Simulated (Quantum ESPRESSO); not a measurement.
A run of Quantum ESPRESSO 7.5 is set up as follows.

Contents of pw.in:

```
&CONTROL
  calculation = 'scf'
  prefix = 'pwscf'
  outdir = './tmp'
  pseudo_dir = './pseudo'
  tprnfor = .true.
  disk_io = 'low'
/
&SYSTEM
  ibrav = 0
  celldm(1) = 8
  nat = 2
  ntyp = 1
  ecutwfc = 80
  nbnd = 22
  occupations = 'smearing'
  smearing = 'gaussian'
  degauss = 0.00073499
/
&ELECTRONS
  conv_thr = 2d-09
  electron_maxstep = 150
  mixing_beta = 0.3
  mixing_mode = 'local-TF'
/
ATOMIC_SPECIES
Sb   121.7600 Sb.upf
CELL_PARAMETERS alat
  0.7401443069169   0.0000000000000   0.0000000000000
  0.0000000000000   0.7401443069169   0.0000000000000
  0.0000000000000   0.0000000000000   7.4077264085330
ATOMIC_POSITIONS crystal
Sb     0.0000000000    0.0000000000    0.2420100000
Sb     0.0000000000    0.0000000000    0.3319700000
K_POINTS automatic
9 9 1 0 0 0
```

The input pp_density.in:

```
&INPUTPP
  prefix = 'pwscf'
  outdir = './tmp'
  filplot = 'density.dat'
  plot_num = 0
/
&PLOT
  nfile = 1
  filepp(1) = 'density.dat'
  iflag = 3
  output_format = 6
  fileout = 'density.cube'
/
```

pp_potential.in

```
&INPUTPP
  prefix = 'pwscf'
  outdir = './tmp'
  filplot = 'potential.dat'
  plot_num = 11
/
&PLOT
  nfile = 1
  filepp(1) = 'potential.dat'
  iflag = 3
  output_format = 6
  fileout = 'potential.cube'
/
```

The input pp_elf.in:

```
&INPUTPP
  prefix = 'pwscf'
  outdir = './tmp'
  filplot = 'elf.dat'
  plot_num = 8
/
&PLOT
  nfile = 1
  filepp(1) = 'elf.dat'
  iflag = 3
  output_format = 6
  fileout = 'elf.cube'
/
```

Potentials or basis: PseudoDojo 0.4.1 SR PBE standard.

Command:

```bash
$ OMP_NUM_THREADS=1 mpirun -n 2 pw.x -nk 2 -in pw.in > pw.out
$ OMP_NUM_THREADS=1 mpirun -n 1 pp.x -in pp_density.in > pp_density.out
$ OMP_NUM_THREADS=1 mpirun -n 1 pp.x -in pp_potential.in > pp_potential.out
$ OMP_NUM_THREADS=1 mpirun -n 1 pp.x -in pp_elf.in > pp_elf.out
```

(1) Estimate the work function of the upper face.

(2) Estimate the work function of the lower face.

(3) Estimate the largest force.

Results:

(1) 3.68 eV.

(2) 3.68 eV.

(3) 0.114 eV/Å.
